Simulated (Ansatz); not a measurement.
Write a Python script for Ansatz's Python interface that makes a relaxation of cell and ions of PIr2, space group Fm-3m. Level of theory: LDA, PAW, cutoff 470 eV, 8×8×8 k-points, cold smearing of 0.05 eV.

`pir2.xyz`
```text
3
Lattice="0.0 2.7675 2.7675 2.7675 0.0 2.7675 2.7675 2.7675 0.0" Properties=species:S:1:pos:R:3 pbc="T T T"
P     0.00000000    0.00000000    0.00000000
Ir    1.38375000    1.38375000    1.38375000
Ir    4.15125000    4.15125000    4.15125000
```

`pir2.py`:
```python
"""Relax cell and ions of PIr2."""

import json

import ansatz as az
from ase import Atoms
from ase.neighborlist import neighbor_list
import numpy as np

SETTINGS = {
    "xc": "lda",
    "cutoff": 470,
    "smearing": "Marzari-Vanderbilt",
    "sigma": 0.05,
    "fmax": 0.03,
}

def edges_and_angles(cell):
    cell = np.asarray(cell)
    a, b, c = np.linalg.norm(cell, axis=1)
    cosines = cell[1] @ cell[2] / (b * c), cell[0] @ cell[2] / (a * c), cell[0] @ cell[1] / (a * b)
    return (a, b, c, *np.degrees(np.arccos(cosines)))

cell = az.Crystal.from_extxyz("pir2.xyz")

# every cell quantity that the symmetry leaves free
setup = (
    cell.calculation()
    .functional(SETTINGS["xc"])
    .basis(SETTINGS["cutoff"])
    .kpoints(8)
    .occupations(SETTINGS["smearing"], width=SETTINGS["sigma"])
    .relax(force_tolerance=SETTINGS["fmax"], cell=True)
    .density_of_states(energy_step=0.1, nscf_kmesh_spacing=0.16)
    .band_table()
    .potential()
)
outcome = setup.run(threads=1, events_out="pir2.ndjson")
with open("pir2.ndjson") as stream:
    events = [json.loads(line) for line in stream]
steps = [e["data"] for e in events if e["event"] == "relax_step"]
summary = outcome.report
print("step   energy (eV)     max comp. (eV/A)   P (GPa)  SCF")
for s in steps:
    print(f"{s['step']:4d} {s['lagrangian_ev']:15.5f} {s['allowed_force_max_ev_ang']:12.4f} {s['pressure_gpa']:10.3f} {s['n_scf']:5d}")

first, last = steps[0], steps[-1]
symbols = [site.symbol for site in outcome.lattice.sites]
print(f"energy gained {first['lagrangian_ev'] - last['lagrangian_ev']:.4f} eV in {len(steps) - 1} steps")
for label, vectors in (("before", first["cell_ang"]), ("after", outcome.lattice.cell_ang)):
    print(label, "a b c (A) {:.4f} {:.4f} {:.4f}  angles {:.2f} {:.2f} {:.2f}".format(*edges_and_angles(vectors)), f" V = {abs(np.linalg.det(vectors)):.3f} A^3")
print("final stress xx yy zz (GPa, compression positive):", np.round(np.diag(summary["stress_gpa"]), 3) + 0.0)

final = Atoms(symbols, positions=last["positions_ang"], cell=outcome.lattice.cell_ang, pbc=True)
i, j, d = neighbor_list("ijd", final, 4.5)
print("neighbours within 1.2 times the shortest distance of each atom (A)")
for atom in range(len(final)):
    near = [m for m in np.argsort(d) if i[m] == atom]
    shell = [m for m in near if d[m] < 1.2 * d[near[0]]]
    print(f"{symbols[atom]}{atom} ({len(shell)}):", ", ".join(f"{symbols[j[m]]} {d[m]:.3f}" for m in shell))

print("atom   start x y z (A)              end x y z (A)")
for symbol, a, b in zip(symbols, first["positions_ang"], last["positions_ang"]):
    print(f"{symbol:3s}", " ".join(f"{v:8.4f}" for v in a), "  ", " ".join(f"{v:8.4f}" for v in b))

for key in ("converged", "n_iterations", "n_electrons", "n_kpoints", "n_pw", "n_symmetry_ops", "free_energy_ev", "fermi_energy_ev"):
    print(f"{key:18s} {summary[key]}")

dos = outcome.density_of_states()
energy = np.asarray(dos.energies_ev) - dos.fermi_ev
top = min(levels[-1] for levels in summary["eigenvalues_ev"]) - dos.fermi_ev  # the computed bands end here
for spin, channel in enumerate(dos.channels):
    g = np.asarray(channel.g_bin_mean_per_ev)
    peak = np.where(np.abs(energy) < 8, g, 0).argmax()
    print(f"channel {spin}: g(E_F) = {np.interp(0.0, energy, g):.3f} states/eV, highest peak within 8 eV {g[peak]:.2f} at {energy[peak]:.2f} eV")
grid = np.arange(-8, min(4, top), 0.25)
columns = [grid] + [np.interp(grid, energy, ch.g_bin_mean_per_ev) for ch in dos.channels]
np.savetxt("dos_pir2.dat", np.column_stack(columns), fmt="%.3f", header="E-EF (eV), states/eV by channel")

v = outcome.potential()
line = v.v_es_ev.mean(axis=(0, 1))
print("planar mean of the electrostatic potential along the third grid axis (eV):")
print(np.round(line[:: max(len(line) // 12, 1)], 3))
```

`python pir2.py` gives:
```text
step   energy (eV)     max comp. (eV/A)   P (GPa)  SCF
   1    -24054.07121       0.0000     -4.890     5
   2    -24054.08047       0.0000      1.937     5
   3    -24054.08189       0.0000     -0.061     3
   4    -24054.08189       0.0000     -0.000     3
   5    -24054.08167       0.0000     -0.001     4
energy gained 0.0105 eV in 4 steps
before a b c (A) 3.9138 3.9138 3.9138  angles 60.00 60.00 60.00  V = 42.393 A^3
after a b c (A) 3.8930 3.8930 3.8930  angles 60.00 60.00 60.00  V = 41.719 A^3
final stress xx yy zz (GPa, compression positive): [-0.001 -0.001 -0.001]
neighbours within 1.2 times the shortest distance of each atom (A)
P0 (8): Ir 2.384, Ir 2.384, Ir 2.384, Ir 2.384, Ir 2.384, Ir 2.384, Ir 2.384, Ir 2.384
Ir1 (10): P 2.384, P 2.384, P 2.384, P 2.384, Ir 2.753, Ir 2.753, Ir 2.753, Ir 2.753, Ir 2.753, Ir 2.753
Ir2 (10): P 2.384, P 2.384, P 2.384, P 2.384, Ir 2.753, Ir 2.753, Ir 2.753, Ir 2.753, Ir 2.753, Ir 2.753
atom   start x y z (A)              end x y z (A)
P     0.0000   0.0000   0.0000     -0.0000   0.0000   0.0000
Ir    1.3838   1.3838   1.3838      1.3764   1.3764   1.3764
Ir    4.1513   4.1513   4.1513      4.1291   4.1291   4.1291
converged          True
n_iterations       4
n_electrons        39.0
n_kpoints          29
n_pw               941
n_symmetry_ops     48
free_energy_ev     -24054.081665273523
fermi_energy_ev    20.771762369613306
channel 0: g(E_F) = 0.883 states/eV, highest peak within 8 eV 5.33 at -2.38 eV
planar mean of the electrostatic potential along the third grid axis (eV):
[ 5.232  4.971  5.146  6.557  8.5   10.743 13.423 15.563 15.563 13.423
 10.743  8.5    6.557  5.146  4.971]
```

`dos_pir2.dat`, as written:
```text
# E-EF (eV), states/eV by channel
-8.000 2.980
-7.750 1.889
-7.500 0.577
-7.250 1.519
-7.000 2.160
-6.750 3.610
-6.500 2.423
-6.250 1.891
-6.000 1.854
-5.750 2.250
-5.500 1.542
-5.250 1.528
-5.000 2.575
-4.750 4.996
-4.500 2.904
-4.250 2.559
-4.000 3.006
-3.750 1.132
-3.500 0.813
-3.250 1.827
-3.000 2.325
-2.750 3.195
-2.500 5.058
-2.250 4.146
-2.000 3.899
-1.750 2.469
-1.500 2.546
-1.250 3.850
-1.000 3.524
-0.750 2.634
-0.500 2.033
-0.250 1.562
0.000 0.883
0.250 0.688
0.500 0.633
0.750 0.482
1.000 0.519
1.250 0.543
1.500 0.573
1.750 1.874
2.000 2.915
2.250 2.468
2.500 2.184
2.750 1.692
3.000 1.233
3.250 1.083
3.500 1.006
3.750 1.134
```

Reading the output:
- Absolute energies stand on the zero of these potentials, so only differences at equal settings mean something. A total without «per atom» is that of the cell as typed.
- Forces vanish by symmetry, so the ions can't move, and the end may be a saddle.
- The mesh is modest for a metal, so energies can be off by several to tens of meV an atom and pressures by half a GPa or more; differences at equal mesh fare better.
- Only differences from the Fermi energy are physical; the zero of the scale is a convention.
- Energies along a relaxation are free energies. Rows at an unchanged volume are solved on a plane-wave basis chosen afresh for that cell, so the energy jumps there and such rows are no steps of the walk.
- Edges and angles are those of the cell as typed, here a primitive one, not of the conventional cell.
- Of the deposited cell: the entry's cell lengths or inner coordinates differ somewhat from later room-temperature determinations.
- Spin-orbit coupling, which matters for elements this heavy, is left out.
- The structure is a deposited one; some such entries were measured under pressure or heat, so a shift against it needn't be the functional's error alone.
- The computed bands are complete only to about 5.1 eV above the Fermi level; beyond that the density of states is undercounted.
- Finished in 10 s on 1 thread of Arm Neoverse V2 (shared host), peak memory 0.43 GiB.

(Lines on the test bed's own set-up are left out of the output.)
